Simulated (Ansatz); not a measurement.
**Cl2HISi: one species, many methods**

One table from this session's results is given with a row withheld; the runs are named, their logs left out.

The runs use Ansatz 0.2.0, Gaussian basis; functionals in def2-TZVPP, the program's frozen cores in correlated methods.

The runs, in order: LDA (SPW92), PBE-D4, revPBE-D4, BLYP-D4, r2SCAN-D4, B97M-V, PBE0-D4, B3LYP-D4, r2SCANh-D4, r2SCAN0-D4, HSE06-D4, BHLYP-D4, CAM-B3LYP-D4, LC-ωPBE, ωB97X-V, ωB97M-V, B2PLYP, PBE-QIDH; CCSD(T)/def2-SVP; CCSD(T)/def2-TZVPP; MP2/def2-QZVPP; extrapolation to the limit; RPA on PBE.

### The relaxed structure

The geometry comes from an earlier relaxation with PBE0-D4 in a triple-zeta def2 set; it is a stationary point. I takes the def2 core potential; no spin-orbit term is included.

SMILES `Cl[SiH](Cl)I`, 5 atoms, charge 0, spin multiplicity 1.

Atoms are counted from 1 here; the program's logs count them from 0.

Bond lengths: Cl1–Si2 2.034 Å, Si2–Cl3 2.034 Å, Si2–I4 2.417 Å, Si2–H5 1.472 Å. Angles: Cl1–Si2–Cl3 109.2°, Cl1–Si2–I4 110.1°, Cl1–Si2–H5 108.9°, Cl3–Si2–I4 110.1°, Cl3–Si2–H5 108.9°, I4–Si2–H5 109.6°.

Set-up of the first run:

in.yaml

```yaml
crystal:
  periodic: [false, false, false]
  atoms:
    - {symbol: Cl, position_ang: [0.706043, 0.318155, 1.867342]}
    - {symbol: Si, position_ang: [0.094153, -0.133979, -0.019247]}
    - {symbol: Cl, position_ang: [1.181467, 0.950069, -1.353657]}
    - {symbol: I, position_ang: [-2.259107, 0.358013, -0.270074]}
    - {symbol: H, position_ang: [0.327344, -1.565957, -0.265764]}
basis:
  gaussian: {orbitals: def2-TZVPP}
hamiltonian: {xc: lda}
output: {orbitals: {seedname: orbitals}}
```

Steps of the session up to this table: LDA; PBE-D4 (GGA); revPBE-D4 (GGA); BLYP-D4 (GGA); r2SCAN-D4 (meta-GGA); B97M-V (meta-GGA); PBE0-D4 (hybrid); B3LYP-D4 (hybrid); r2SCANh-D4 (hybrid); r2SCAN0-D4 (hybrid); HSE06-D4 (hybrid); BHLYP-D4 (hybrid); CAM-B3LYP-D4 (range-separated); LC-ωPBE-D4 (range-separated; the results give it without D4); ωB97X-V (range-separated); ωB97M-V (range-separated); B2PLYP (double hybrid); PBE-QIDH (double hybrid).

One of the session's tables, all rows but one given; the rest of the session is left out.

It belongs to the step «Frontier levels by functional». 

```
  functional  HOMO (eV)  gap (eV)
 LDA (SPW92)      -7.13      4.92
      PBE-D4      -6.97      5.00
   revPBE-D4      -6.92      5.04
     BLYP-D4      -6.77      4.90
   r2SCAN-D4      -7.29      5.60
      B97M-V      -7.29      5.62
     PBE0-D4      -8.14      7.02
    B3LYP-D4      -7.87      6.52
  r2SCANh-D4      -7.71      6.32
  r2SCAN0-D4      -8.34      7.40
    HSE06-D4      -7.74      6.26
    BHLYP-D4      -9.11      8.94
CAM-B3LYP-D4      -9.38      9.30
     LC-ωPBE     -10.75     11.84
     ωB97X-V          ?         ?
     ωB97M-V     -10.26     11.05
```

Estimate the missing values for ωB97X-V.

**Answer.** HOMO (eV): -10.40; gap (eV): 11.39. In the column «HOMO (eV)» it lies between LC-ωPBE (-10.75) and ωB97M-V (-10.26).
